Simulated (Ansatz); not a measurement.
Task: a point defect in a supercell of HfN, space group F-43m, with the Python package of Ansatz (0.2.0). Give the script and its output. Settings (first run): r2SCAN, PAW, cutoff 600 eV, 3×3×3 k-points, Fermi-Dirac smearing of 0.1 eV.

```yaml
crystal:
  lattice:
    - [0.00000, 2.45482, 2.45482]
    - [2.45482, 0.00000, 2.45482]
    - [2.45482, 2.45482, 0.00000]
  atoms:
    - { symbol: Hf, position: [0.00000, 0.00000, 0.00000] }
    - { symbol: N, position: [0.75000, 0.75000, 0.75000] }
```

`hfn.py`
```python
# -*- coding: utf-8 -*-
from dataclasses import dataclass

import ansatz as az
import numpy as np
from pymatgen.core import Lattice, Structure
from pymatgen.io.ase import AseAtomsAdaptor


@dataclass(frozen=True)
class RunConfig:
    ecut: int = 600
    smearing: str = "fermi_dirac"
    kgrid: tuple[int, ...] = (3, 3, 3)


cfg = RunConfig()

pmg_structure = Structure(
    Lattice([[0.0, 2.454822, 2.454822], [2.454822, 0.0, 2.454822], [2.454822, 2.454822, 0.0]]),
    ["Hf", "N"],
    [
        [0.0, 0.0, 0.0],
        [0.75, 0.75, 0.75],
    ],
)
structure = az.Crystal.from_ase(AseAtomsAdaptor.get_atoms(pmg_structure))
host = structure.supercell(2, 2, 2)
defective = host.vacancy("Hf", at=[0.0, 0.0, 0.0])

def with_settings(structure):
    return (
        structure.calculation()
        .basis(cfg.ecut)
        .functional(az.Functional.R2SCAN)
        .occupations(cfg.smearing)
        .pseudopotentials("paw")
        .kpoints(*cfg.kgrid)
        .band_table()
    )


perfect = with_settings(host).run().report
calculation = with_settings(defective).forces()
done = calculation.run()
r = done.report

n_host, n_defect = len(perfect["lattice"]["sites"]), len(r["lattice"]["sites"])
print(f"perfect cell: {n_host} atoms, F = {perfect['free_energy_ev']:.4f} eV")
print(f"defect cell:  {n_defect} atoms, F = {r['free_energy_ev']:.4f} eV")
print(f"difference {r['free_energy_ev'] - perfect['free_energy_ev']:.4f} eV (no chemical potentials)")

for label, run in (("perfect", perfect), ("defect", r)):
    levels, filled = np.array(run["eigenvalues_ev"][0]), np.array(run["occupations"][0])
    top = int(np.argmin(np.abs(levels - run["fermi_energy_ev"])))
    window = slice(max(top - 3, 0), top + 4)
    print(label, "levels near E_F at the first k-point:", ", ".join(f"{e - run['fermi_energy_ev']:.2f} ({f:.2f})" for e, f in zip(levels[window], filled[window])))
```

`python hfn.py` gives:
```text
perfect cell: 16 atoms, F = -128969.2932 eV
defect cell:  15 atoms, F = -113231.7176 eV
difference 15737.5756 eV (no chemical potentials)
perfect levels near E_F at the first k-point: -1.44 (2.00), -1.44 (2.00), -1.44 (2.00), -0.82 (2.00), 1.40 (0.00), 1.40 (0.00), 1.40 (0.00)
defect levels near E_F at the first k-point: -2.23 (2.00), -0.26 (1.86), -0.26 (1.86), -0.26 (1.86), 0.26 (0.14), 2.17 (0.00), 2.62 (0.00)
```

Caveats:
- Total energies depend on the potentials; only differences at equal settings carry meaning. A total without «per atom» is that of the cell as typed.
- No spin polarisation was allowed.
- The computed bands are complete only to about 4.5 eV above the Fermi level.
- The mesh is modest for a metal, so energies can be off by several to tens of meV an atom and pressures by half a GPa or more; differences at equal mesh fare better.
- The atoms stand at ideal sites; relaxing them can change energy and levels by an eV or more.
- The difference holds no chemical potentials.
- Errors of mesh and smearing per atom add up over the supercell, so the energy can be off by tenths of an eV.
- Each cell's levels count from its own Fermi level and aren't aligned; one k-point can hide that the defect cell is metallic.
- The structure comes from a database of computed cells and needn't be a stable or known phase.
- Levels are Kohn-Sham eigenvalues on this mesh, without spin-orbit coupling.
- The supercell is small, so the defect meets its images and the energies aren't those of an isolated defect; a partly filled defect level may also lower its energy by spin or distortion. For a charged cell the difference holds no correction, alignment or term for the electrons' reservoir.
- The whole script took 81 s on 1 thread of Arm Neoverse V2, on a shared host, peak memory 1.5 GiB.
